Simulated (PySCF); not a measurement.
# H4O5W (W(O)(OH)4): the cost of one run

The runs use PySCF 2.14.0; BP86, W def2-SVP with ECP60, O def2-SVP, H def2-SVP; scalar-relativistic core potentials, no spin–orbit coupling.

4 further runs of the same task are left out: 2 for a known fault of the program, 2 that didn't finish.

### 1 The starting structure

10 atoms, charge 0, spin multiplicity 1.

Bond lengths: W1–O2 1.510 Å, W1–O3 1.795 Å, W1–O5 1.795 Å, W1–O7 1.795 Å, W1–O9 1.795 Å, O3–H4 0.966 Å, O5–H6 0.966 Å, O7–H8 0.966 Å, O9–H10 0.966 Å. Angles: O2–W1–O3 103.1°, O2–W1–O5 103.1°, O2–W1–O7 103.1°, O2–W1–O9 103.1°, O3–W1–O5 87.0°, O3–W1–O7 153.7°, O3–W1–O9 87.0°, O5–W1–O7 87.0°, O5–W1–O9 153.7°, O7–W1–O9 87.0°, W1–O3–H4 158.7°, W1–O5–H6 158.7°, W1–O7–H8 158.7°, W1–O9–H10 158.7°.

Geometry (Å):

```xyz
10
H4O5W
W     0.0000    0.0000    0.0000
O     0.0000    0.0000    1.5096
O     1.7483    0.0000   -0.4079
H     2.7042    0.0000   -0.2715
O     0.0000    1.7483   -0.4079
H     0.0000    2.7042   -0.2715
O    -1.7483    0.0000   -0.4079
H    -2.7042    0.0000   -0.2715
O     0.0000   -1.7483   -0.4079
H     0.0000   -2.7042   -0.2715
```

Formal oxidation states: W +6.

### 2 SCF at the start, singlet

File run.py (the lines that set the calculation):

```python
mol = gto.M(atom='''
W      0.00000     0.00000     0.00000
O      0.00000     0.00000     1.50960
O      1.74830     0.00000    -0.40790
H      2.70420     0.00000    -0.27150
O      0.00000     1.74830    -0.40790
H      0.00000     2.70420    -0.27150
O     -1.74830     0.00000    -0.40790
H     -2.70420     0.00000    -0.27150
O      0.00000    -1.74830    -0.40790
H      0.00000    -2.70420    -0.27150''',
    basis={'W': 'def2-SVP', 'O': 'def2-SVP', 'H': 'def2-SVP'},
    ecp={'W': 'def2-SVP'},
    charge=0, spin=0)
mf = dft.RKS(mol, xc='B88,P86')
mf.grids.atom_grid = (50, 194)
mf = mf.density_fit()  # fitting sets: W def2-universal-JKFIT, O def2-universal-JKFIT, H def2-universal-JKFIT
mf.conv_tol = 1e-08; mf.max_cycle = 55
mf.kernel(dm0)  # dm0: free metal ions and neutral atoms
```

Started as:

```sh
> OMP_NUM_THREADS=2 python run.py
```

**Question.** How long does this run take on 2 threads of Arm Neoverse V1, shared host, and how much memory does it need?

About 5.2 s, with a peak of 0.67 GiB.
